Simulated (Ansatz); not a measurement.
# C₂H₄BF₃O: how energies converge with the basis set

The task here is to estimate one member of a computed series from the others.

The runs use Ansatz 0.2.0, Gaussian basis; one geometry, several basis sets.

Levels to be run: PBE0-D4/def2-SVP; ωB97M-V/def2-SVP; PBE0-D4/def2-QZVPP; ωB97M-V/def2-QZVPP; the functionals' def2-TZVPP values are taken from earlier runs.

### The geometry

The geometry comes from an earlier relaxation with PBE0-D4 in a triple-zeta def2 set; it is a stationary point, not always the lowest conformer.

11 atoms, charge 0, spin multiplicity 1.

Atoms are counted from 1 here; the program's logs count them from 0.

Bond lengths: B1–O2 1.347 Å, B1–H8 1.201 Å, B1–H9 1.193 Å, O2–C3 1.400 Å, C3–C4 1.515 Å, C3–H10 1.094 Å, C3–H11 1.092 Å, C4–F5 1.332 Å, C4–F6 1.336 Å, C4–F7 1.338 Å. Angles: O2–B1–H8 119.8°, O2–B1–H9 116.5°, H8–B1–H9 123.6°, B1–O2–C3 121.8°, O2–C3–C4 110.0°, O2–C3–H10 112.0°, O2–C3–H11 109.4°, C4–C3–H10 107.8°, C4–C3–H11 107.8°, H10–C3–H11 109.7°, C3–C4–F5 112.2°, C3–C4–F6 111.5°, C3–C4–F7 109.4°, F5–C4–F6 107.7°, F5–C4–F7 108.0°, F6–C4–F7 107.9°.

The first run:

in.yaml

```yaml
crystal:
  periodic: [false, false, false]
  atoms:
    - {symbol: B, position_ang: [-0.170504, -1.208951, 1.556791]}
    - {symbol: O, position_ang: [0.598583, -0.352498, 0.856874]}
    - {symbol: C, position_ang: [0.449238, -0.187191, -0.525306]}
    - {symbol: C, position_ang: [-0.123676, 1.182518, -0.825001]}
    - {symbol: F, position_ang: [0.655465, 2.164086, -0.373345]}
    - {symbol: F, position_ang: [-1.332282, 1.339411, -0.277517]}
    - {symbol: F, position_ang: [-0.249727, 1.330957, -2.149209]}
    - {symbol: H, position_ang: [-0.982267, -1.885497, 0.986391]}
    - {symbol: H, position_ang: [0.017141, -1.253771, 2.734479]}
    - {symbol: H, position_ang: [-0.223914, -0.933951, -0.957095]}
    - {symbol: H, position_ang: [1.427343, -0.251915, -1.006463]}
basis:
  gaussian: {orbitals: def2-SVP}
hamiltonian: {xc: pbe0, dispersion: d4}
output: {orbitals: {seedname: orbitals}}
```

Run with:

```bash
$ ansatz run in.yaml --threads 4 --pin off --events-out ev --progress --plain --max-ram 11315MiB
```

Steps of the session up to this table: PBE0-D4 in def2-SVP; ωB97M-V in def2-SVP; PBE0-D4 in def2-QZVPP; ωB97M-V in def2-QZVPP.

One of the session's tables, all rows but one given; the rest of the session is left out.

It belongs to the step «Density functionals: the series». 

```
functional       basis  HOMO (eV)
   PBE0-D4    def2-SVP      -9.09
   PBE0-D4  def2-TZVPP      -9.18
   PBE0-D4  def2-QZVPP          ?
   ωB97M-V    def2-SVP     -11.41
   ωB97M-V  def2-TZVPP     -11.55
   ωB97M-V  def2-QZVPP     -11.57
```

**Question.** Estimate the row for PBE0-D4, def2-QZVPP.

As computed: HOMO (eV): -9.20. In the column «HOMO (eV)» it lies between ωB97M-V, def2-SVP (-11.41) and PBE0-D4, def2-TZVPP (-9.18).
